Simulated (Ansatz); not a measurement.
# GaF (Pm-3m) in Ansatz: settings compared, part 2 of 2

Ansatz 0.2.0. Earlier steps stand in the parts before.

## Step 3: Projected density of states, PBE0

Contents of input.yaml:

```yaml
crystal:
  lattice:
    - [3.16592, 0.0, 0.0]
    - [0.0, 3.16592, 0.0]
    - [0.0, 0.0, 3.16592]
  atoms:
    - { symbol: Ga, position: [0.0, 0.0, 0.0] }
    - { symbol: F, position: [0.5, 0.5, 0.5] }
hamiltonian:
  xc: pbe0
  pseudopotentials: { kind: paw }
kpoints:
  mp_grid: { grid: [5, 5, 5] }
scf:
  occupations: { method: fermi_dirac, width: 0.05 }
  n_extra_bands: 6
output:
  forces: true
  stress: true
  eigenvalues: true
  dos: { projected: true, de: 0.05 }
```

Potentials or basis: Ansatz PAW.

On the command line:

```bash
> ansatz run input.yaml --threads 2 --pin off --max-ram 5632MiB --backend cpu --events-out ev --progress --plain --runs-dir out
```

Log:

```text
Warning: output.stress: scf.convergence.dr2_threshold = 1e-7 eV (the SCF's general default) is looser than the 2e-10 eV advised for a printed stress (1e-10 eV for each atom of the cell: 2). What an SCF threshold leaves in a stress goes as its square root, and in the free energy as the threshold itself, and one threshold admits the most on a small cell: of the crystals measured, under no hybrid functional and no lock of the moments, on runs that ended without the residual-converged pass, on stresses that held no estimate of that error, the worst erred by over 100 MPa in a component at 1e-7 eV an atom and by under 5 at 1e-10. Set scf.convergence.dr2_threshold to 2e-10 eV or tighter. The threshold is an SCF's pass mark: one that does not reach it within its budget of iterations ends unconverged, or closes short of it on a stop that the run arms, and scf.convergence.dr2_threshold's page says what that costs each kind of run
Warning: output.stress: scf.exx.energy_threshold = 1e-6 eV is looser than the 2e-8 eV advised for a stress under a hybrid functional (1e-8 eV for each atom of the cell: 2). Every SCF of the exchange loop can meet its threshold on dr2 while the loop round them stops early: no threshold on dr2 bounds what that leaves in the stress. Set scf.exx.energy_threshold to 2e-8 eV or tighter. The threshold is the loop's pass mark: a loop that does not reach it within its budget of cycles ends unconverged, and scf.exx.energy_threshold's page has the law
Warning: RAYON_NUM_THREADS=2 ignored (pool sized by the plan → 2); use --threads N
scf.n_extra_bands = 6 over 10 filled bands (N_el = 20.0): the run solves 16 bands
Engine: ansatz 0.2.0, aarch64-unknown-linux-gnu
Pseudopotentials: kind: paw
Pseudopotential: Ga, paw, valence charge 13, recommended cutoff 420 eV (normal), Ga.paw.azcp
Pseudopotential: F, paw, valence charge 7, recommended cutoff 420 eV (normal), F.paw.azcp
Functional definition: PBE0
  parameter a = 0.25
  parameter kappa = 0.804
  parameter beta = 0.06672455060314922
  exchange = (1 - a)*pbe_x(kappa = kappa, mu = beta*pi^2/3) + a*exact_x
  correlation = pbe_c(beta = beta)
Crystal: 2 atoms, lattice volume = 31.732 Å³
Basis set: ecut = 420 eV, 619 PW (Γ), exchange–correlation on 48×48×48 points (8 copies of the dense FFT grid, shifted against one another)
Bands: 16, of which v1, the nominal top of the filled ones, is band 10 counted from 1 (9 counted from 0)
Symmetry: 48 space group operations
[... 56 lines left out ...]
  E_exx        = -82.173269  (= α·E_x^exact, valence–valence)
  E_paw        = -2134.931419  (= ΣΔE_a)
  E_vpaw       = -398.823523  (= ΣTr[D̂ρ^β])
  E_aug_tail   = 0.001990  (compensation charges beyond the density's cutoff)
  E_ewald      = -1738.560515
  E_core_change = 0.032734  (= ΣΔE_core)
  E_smearing   = -0.000000  (= −TS)
  E_closure    = -0.000000  (closes the sum)
  Σ components = -4591.417435   (vs F -4591.417435, Δ=-9.09e-13)
--- Forces (eV/Å), atoms counted from 1 ---
  atom   1  Ga    -0.00000000     0.00000000     0.00000000
  atom   2  F      0.00000000     0.00000000    -0.00000000
  max |Σ_I F_I| component: 4.14e-30 eV/Å
--- Stress (GPa, compression-positive) ---
       -0.739063      -0.000000       0.000000
        0.000000      -0.739063       0.000000
        0.000000       0.000000      -0.739063
  P = ⅓ Tr σ = -0.7391 GPa (-7.391 kbar)
--- Band table (eV; the first three rows and the last of 10) ---
  k-point 0: bands = ["-19.8219", "-11.9810", "-11.9810", "-11.8316", "-11.8316", "-11.8316", "-1.5877", "0.5671", "0.5671", "0.5671", "15.4097", "15.4097", "15.4097", "16.4905", "16.4905", "24.0564"]
  k-point 1: bands = ["-19.7699", "-11.9781", "-11.9415", "-11.8472", "-11.8472", "-11.8304", "-2.0803", "0.6644", "0.6644", "1.3626", "11.5290", "15.4498", "15.4498", "17.0476", "19.9628", "25.8958"]
  k-point 2: bands = ["-19.6841", "-11.9735", "-11.8794", "-11.8721", "-11.8721", "-11.8284", "-2.6806", "0.8275", "0.8275", "3.2664", "7.6927", "15.4977", "15.4977", "18.6475", "21.9539", "22.9483"]
  k-point 9: bands = ["-19.4845", "-11.9206", "-11.9206", "-11.9092", "-11.8037", "-11.8037", "-0.3460", "-0.0471", "-0.0471", "4.1536", "9.3519", "9.3519", "10.7814", "18.7962", "19.2037", "19.2037"]
```

dos.tsv:

```text
# E-E_F[eV]	g_bin_mean(E)[states/eV]	N(E)
# format = ansatz-dos/2
# fermi_ev = 5.930332
# fermi_mp_grid = 5 5 5
# fermi_mp_shift = 0 0 0
# g_bin_mean(E): the states in a bin one row spacing wide, centred on E, divided by that spacing. States that the method places at a single energy (under output.dos.method: tetrahedron, those of a tetrahedron whose four corners have one energy) are counted whole in the row whose bin holds that energy (on the edge of two bins, in the lower row). The sum of g_bin_mean over a run of rows, times the row spacing, is the number of states from half a spacing under the first of them to half a spacing over the last (a plain sum, not the trapezoid rule).
-26.252263	0.000000e0	0.000000e0
-26.202263	0.000000e0	0.000000e0
-26.152263	0.000000e0	0.000000e0
-26.102263	0.000000e0	0.000000e0
-26.052263	0.000000e0	0.000000e0
-26.002263	0.000000e0	0.000000e0
[... 928 lines left out ...]
20.447737	0.000000e0	3.200000e1
20.497737	0.000000e0	3.200000e1
```

pdos.tsv:

```text
# format = ansatz-pdos/7
# g_bin_mean(E): the states in a bin one row spacing wide, centred on E, divided by that spacing. States that the method places at a single energy (under output.dos.method: tetrahedron, those of a tetrahedron whose four corners have one energy) are counted whole in the row whose bin holds that energy (on the edge of two bins, in the lower row). The sum of g_bin_mean over a run of rows, times the row spacing, is the number of states from half a spacing under the first of them to half a spacing over the last (a plain sum, not the trapezoid rule).
[... 4301 lines left out ...]
-0.002263	0.000000e0	0.000000e0	0.000000e0	0.000000e0
0.047737	0.000000e0	0.000000e0	0.000000e0	0.000000e0
0.
```

Run time: 10 s. Hardware: 2 threads of Arm Neoverse V2, shared host; peak memory 0.77 GiB.

What came out:

* Free energy: -4591.4174 eV
* Pressure: -0.7 GPa
* Band gap on the k mesh: 3.54 eV, indirect (least direct gap 4.43 eV)

States per cell in windows of 0.5 eV (zero at the valence-band top; states under -8 eV left out):
```tsv
from (eV)	total	F 2p	Ga 4p	Ga 4s	F 2s
-8.0	0.00	0.00	0.00	0.00	0.00
-7.5	0.00	0.00	0.00	0.00	0.00
-7.0	0.13	0.06	0.01	0.06	0.00
-6.5	0.89	0.38	0.11	0.37	0.02
-6.0	0.48	0.27	0.08	0.13	0.00
-5.5	0.37	0.25	0.06	0.05	0.00
-5.0	0.61	0.52	0.09	0.01	0.00
-4.5	1.22	1.08	0.12	0.00	0.00
-4.0	1.56	1.50	0.05	0.00	0.00
-3.5	0.76	0.75	0.01	0.00	0.00
-3.0	0.05	0.03	0.01	0.01	0.00
-2.5	0.10	0.06	0.01	0.02	0.00
-2.0	0.17	0.10	0.01	0.05	0.00
-1.5	0.68	0.26	0.03	0.37	0.00
-1.0	0.89	0.32	0.05	0.50	0.00
-0.5	0.11	0.01	0.01	0.08	0.00
0.0	0.00	0.00	0.00	0.00	0.00
0.5	0.00	0.00	0.00	0.00	0.00
1.0	0.00	0.00	0.00	0.00	0.00
1.5	0.00	0.00	0.00	0.00	0.00
2.0	0.00	0.00	0.00	0.00	0.00
2.5	0.00	0.00	0.00	0.00	0.00
3.0	0.00	0.00	0.00	0.00	0.00
3.5	0.05	0.00	0.04	0.01	0.00
4.0	0.19	0.02	0.14	0.02	0.01
4.5	0.36	0.04	0.27	0.02	0.01
5.0	0.78	0.07	0.66	0.03	0.01
5.5	0.52	0.06	0.43	0.02	0.01
6.0	0.33	0.03	0.28	0.01	0.00
6.5	0.34	0.03	0.29	0.02	0.00
7.0	0.38	0.02	0.31	0.02	0.00
7.5	0.44	0.02	0.38	0.02	0.00
```

Caveat: odd divisions of the mesh miss points on the zone boundary, where band edges often lie, so the gap on the mesh can be too wide; the PAW data sets come from PBE, with cores solved anew for the run's functional, which leaves a small shift of forces and pressure; the density of states is complete only up to the lowest level of the last band computed; the thresholds are loose for stress. A k mesh can miss the band edges.

## Step 4: Projected density of states, r2SCAN0

Edit input.yaml of step 3 so:

```diff
@@ -9,3 +9,3 @@
 hamiltonian:
-  xc: pbe0
+  xc: r2scan0
   pseudopotentials: { kind: paw }
```

On the command line:

```bash
> ansatz run input.yaml --threads 2 --pin off --max-ram 5632MiB --backend cpu --events-out ev --progress --plain --runs-dir out
```

It took 13 s on 2 threads of Arm Neoverse V2, shared host; peak memory 1 GiB.

Results (log left out):

| Item | Value |
| --- | --- |
| Free energy | -4598.0326 eV |
| Pressure | -1.7 GPa |
| Band gap on the k mesh | 3.72 eV, indirect (least direct gap 4.67 eV) |

Levels at points of the mesh, in eV from the valence-band top:
```tsv
k point	band 6	band 7	band 8	band 9	band 10	band 11	band 12	band 13	band 14	band 15
(0.00, 0.00, 0.00)	-16.36	-5.77	-3.78	-3.78	-3.78	11.52	11.52	11.52	12.76	12.76
```

States per cell in windows of 1 eV (zero at the valence-band top; states under -8 eV left out):
```csv
from (eV),total,F 2p,Ga 4p,Ga 4s,F 2s
-8.0,0.00,0.00,0.00,0.00,0.00
-7.0,1.12,0.52,0.13,0.45,0.02
-6.0,0.82,0.54,0.13,0.14,0.00
-5.0,2.05,1.83,0.20,0.01,0.00
-4.0,2.02,1.96,0.04,0.00,0.00
-3.0,0.16,0.10,0.02,0.03,0.00
-2.0,0.90,0.37,0.05,0.47,0.01
-1.0,0.93,0.30,0.06,0.56,0.00
0.0,0.00,0.00,0.00,0.00,0.00
1.0,0.00,0.00,0.00,0.00,0.00
2.0,0.00,0.00,0.00,0.00,0.00
3.0,0.02,0.00,0.01,0.00,0.00
4.0,0.40,0.03,0.30,0.03,0.02
5.0,1.30,0.11,1.09,0.05,0.03
6.0,0.71,0.06,0.59,0.03,0.01
7.0,0.71,0.04,0.59,0.04,0.01
```

Caveat: odd divisions of the mesh miss points on the zone boundary, where band edges often lie, so the gap on the mesh can be too wide; the PAW data sets come from PBE, with cores solved anew for the run's functional, which leaves a small shift of forces and pressure; the density of states is complete only up to the lowest level of the last band computed; the thresholds are loose for stress. A k mesh can miss the band edges.

## Step 5: The runs side by side

| level | cutoff (eV) | gap on the mesh (eV) | pressure (GPa) |
| --- | --- | --- | --- |
| HSE06 | 420 | 2.86 | -0.6 |
| PBE0 | 420 | 3.54 | -0.7 |
| r2SCAN0 | 500 | 3.72 | -1.7 |

Alike in all rows: task projected density of states; potentials or basis Ansatz PAW; no spin polarisation; cell as given; k mesh 5 × 5 × 5; smearing fermi-dirac 0.05 eV.

On the cell as given the gap runs from 2.86 eV (HSE06) to 3.72 eV (r2SCAN0). The pressure there spans -1.7 GPa (r2SCAN0) to -0.6 GPa (HSE06); a positive pressure means that this level wants a larger cell, a negative one a smaller.

Caveats: odd divisions of the mesh miss points on the zone boundary, where band edges often lie, so the gap on the mesh can be too wide; the PAW data sets come from PBE, with cores solved anew for the run's functional, which leaves a small shift of forces and pressure; the density of states is complete only up to the lowest level of the last band computed; the thresholds are loose for stress.

Total energies depend on the potentials used, so only differences within one code and one set of settings carry meaning.
